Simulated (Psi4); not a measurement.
# CCSD/def2-SVP (core potential) run of CdClF (SMILES [F][Cd][Cl])

What is the energy change on altering one bond length of CdClF at CCSD/def2-SVP (core potential)? 

The calculation is run with Psi4 1.11.

1 further run of the same task is left out (set aside as unsound or not needed).

## 1. The system as given

CdClF has 3 atoms, charge 0, and is taken as a singlet. As SMILES, `[F][Cd][Cl]`. The coordinates come from a PBE0-D4/def2-TZVP relaxation.

Bond lengths: F1–Cd2 1.929 Å, Cd2–Cl3 2.252 Å. Angles: F1–Cd2–Cl3 180.0°.

## 2. The energy at CCSD/def2-SVP (core potential)

Contents of input.inp:

```
memory 1.6 GB

molecule molecule1 {
  0 1
  F     -0.475000     1.959600    -0.054300
  Cd    -0.028500     0.083200    -0.007000
  Cl     0.492600    -2.107400     0.048100
  symmetry c1
  no_reorient
  no_com
}

set basis def2-SVP
set puream true
set e_convergence 1e-09
set d_convergence 1e-08
set scf_type pk
set num_frozen_docc 6

energy_value, wavefunction = energy("ccsd", return_wfn=True)
print_variables()
```

Started as:

```
psi4 input.inp input.out -n 1
```

input.out:

```text
[...]
    !!!  WARNING: ECP capability is in beta. Please check occupations closely.  !!!
[...]
  Running in c1 symmetry.
[...]
  Nuclear repulsion =  148.609892835739174
[...]
  Multiplicity = 1
[...]
  Nalpha       = 23
  Nbeta        = 23
[...]
    Number of basis functions: 63
[...]
   @RHF iter   1:  -725.48284616114051   -1.33514e+00   7.84911e-03 DIIS/ADIIS
[...]
   @RHF iter  12:  -725.60362531872181   -4.66116e-12   4.10156e-09 DIIS
[...]
    Orbital Energies [Eh]
    ---------------------
    Doubly Occupied:
       1A   -104.768187     2A    -26.188712     3A    -10.530290
       4A     -8.004762     5A     -8.002496     6A     -8.002496
       7A     -4.887440     8A     -3.253096     9A     -3.253096
      10A     -3.249266    11A     -1.433530    12A     -1.056755
      13A     -0.813844    14A     -0.813844    15A     -0.811052
      16A     -0.811052    17A     -0.808707    18A     -0.550423
      19A     -0.550423    20A     -0.546384    21A     -0.482987
      22A     -0.445941    23A     -0.445941
[...]
  @RHF Final Energy:  -725.60362531872181
   => Energetics <=
    Nuclear Repulsion Energy =            148.6098928357391742
    One-Electron Energy =               -1369.0055878223872696
    Two-Electron Energy =                 494.7920696679262846
    Total Energy =                       -725.6036253187218108
[...]
 Multipole Moments:
 ------------------------------------------------------------------------------------
     Multipole            Electronic (a.u.)      Nuclear  (a.u.)        Total (a.u.)
 ------------------------------------------------------------------------------------
 L = 1.  Multiply by 2.5417464519 to convert [e a0] to [Debye]
 Dipole X            :         -6.6267572            6.6692214            0.0424643
 Dipole Y            :         31.0506552          -31.2284801           -0.1778249
 Dipole Z            :         -0.3525669            0.3571582            0.0045914
 Magnitude           :                                                    0.1828825
[...]
      * MP2 total energy                      = -726.285400944051503
[...]
      * CCSD total energy                     = -726.283909186475171
[...]
```

Wall time 7.5 s (1 thread of Intel Xeon 6975P-C (Granite Rapids), shared host); peak memory 0.31 GiB.

## 3. The distorted shape, same level

Contents of job.in:

```
memory 1600 MB

molecule {
  F     -1.91012761     7.95813182    -0.20987298
  Cd    -0.05385719     0.15722521    -0.01322808
  Cl     0.93087909    -3.98240884     0.09089583
  units au
  symmetry c1
  no_reorient
  no_com
}

set basis def2-SVP
set puream true
set e_convergence 1e-09
set d_convergence 1e-08
set scf_type pk
set num_frozen_docc 6

e, wfn = energy('ccsd', return_wfn=True)
```

Started as:

```
psi4 -n 1 job.in job.out
```

job.out:

```text
[...]
    !!!  WARNING: ECP capability is in beta. Please check occupations closely.  !!!
[...]
  Running in c1 symmetry.
[...]
  Nuclear repulsion =  114.781812632107616
[...]
  Multiplicity = 1
[...]
  Nalpha       = 23
  Nbeta        = 23
[...]
    Number of basis functions: 63
[...]
   @RHF iter   1:  -725.21892431333868   -1.29680e+00   9.10430e-03 ADIIS/DIIS
[...]
   @RHF iter  18:  -725.38000506781634   -2.21689e-11   5.37282e-09 DIIS
[...]
    Orbital Energies [Eh]
    ---------------------
    Doubly Occupied:
       1A   -104.834301     2A    -26.007700     3A    -10.596115
       4A     -8.070559     5A     -8.067894     6A     -8.067894
       7A     -5.000346     8A     -3.365860     9A     -3.365860
      10A     -3.364993    11A     -1.222992    12A     -1.120819
      13A     -0.921818    14A     -0.921818    15A     -0.921409
      16A     -0.921409    17A     -0.913370    18A     -0.545084
      19A     -0.506195    20A     -0.506195    21A     -0.370166
      22A     -0.370166    23A     -0.302207
[...]
  @RHF Final Energy:  -725.38000506781634
   => Energetics <=
    Nuclear Repulsion Energy =            114.7818126321076164
    One-Electron Energy =               -1299.7532907533338857
    Two-Electron Energy =                 459.5914730534099135
    Total Energy =                       -725.3800050678163416
[...]
 Multipole Moments:
 ------------------------------------------------------------------------------------
     Multipole            Electronic (a.u.)      Nuclear  (a.u.)        Total (a.u.)
 ------------------------------------------------------------------------------------
 L = 1.  Multiply by 2.5417464519 to convert [e a0] to [Debye]
 Dipole X            :          3.4212351           -2.4433478            0.9778873
 Dipole Y            :        -11.1757403            7.0667403           -4.1090000
 Dipole Z            :          0.7118612           -0.6081893            0.1036719
 Magnitude           :                                                    4.2250317
[...]
      * MP2 total energy                      = -726.076193726690576
[...]
      * CCSD total energy                     = -726.100527358998875
[...]
```

Wall time 11 s (1 thread of Intel Xeon 6975P-C (Granite Rapids), shared host); peak memory 0.3 GiB.

## 4. Outcome

Level: CCSD/def2-SVP (core potential), 6 core orbitals frozen.

| quantity | value |
| --- | --- |
| first shape: total energy | -726.28391 Eh |
| first shape: HOMO energy (Hartree–Fock orbitals) | -12.13 eV |
| first shape: LUMO energy (Hartree–Fock orbitals) | 0.95 eV |
| first shape: HOMO–LUMO gap (Hartree–Fock orbitals) | 13.08 eV |
| first shape: correlation energy (6 core orbitals frozen) | -680.3 mEh |
| first shape: T1 diagnostic | 0.016 |
| distorted shape: total energy | -726.10053 Eh |
| distorted shape: HOMO energy (Hartree–Fock orbitals) | -8.22 eV |
| distorted shape: LUMO energy (Hartree–Fock orbitals) | -3.28 eV |
| distorted shape: HOMO–LUMO gap (Hartree–Fock orbitals) | 4.94 eV |
| distorted shape: correlation energy (6 core orbitals frozen) | -720.5 mEh |
| distorted shape: T1 diagnostic | 0.119 |
| energy change with the F1–Cd2 bond stretched from 1.929 to 4.245 Å | 4.990 eV |

In words: One bond (distorted shape) is far stretched, which a spin-restricted single reference describes badly; a broken-symmetry solution may lie lower. With the F1–Cd2 bond stretched from 1.929 to 4.245 Å the energy rises by 4.99 eV (115 kcal/mol). The first shape isn't relaxed at this level, so the change isn't measured from a minimum. A restricted reference can't describe the breaking bond well at this length. The T1 diagnostic (distorted shape) of 0.119 is above the customary mark for such species, so a single reference may not serve.
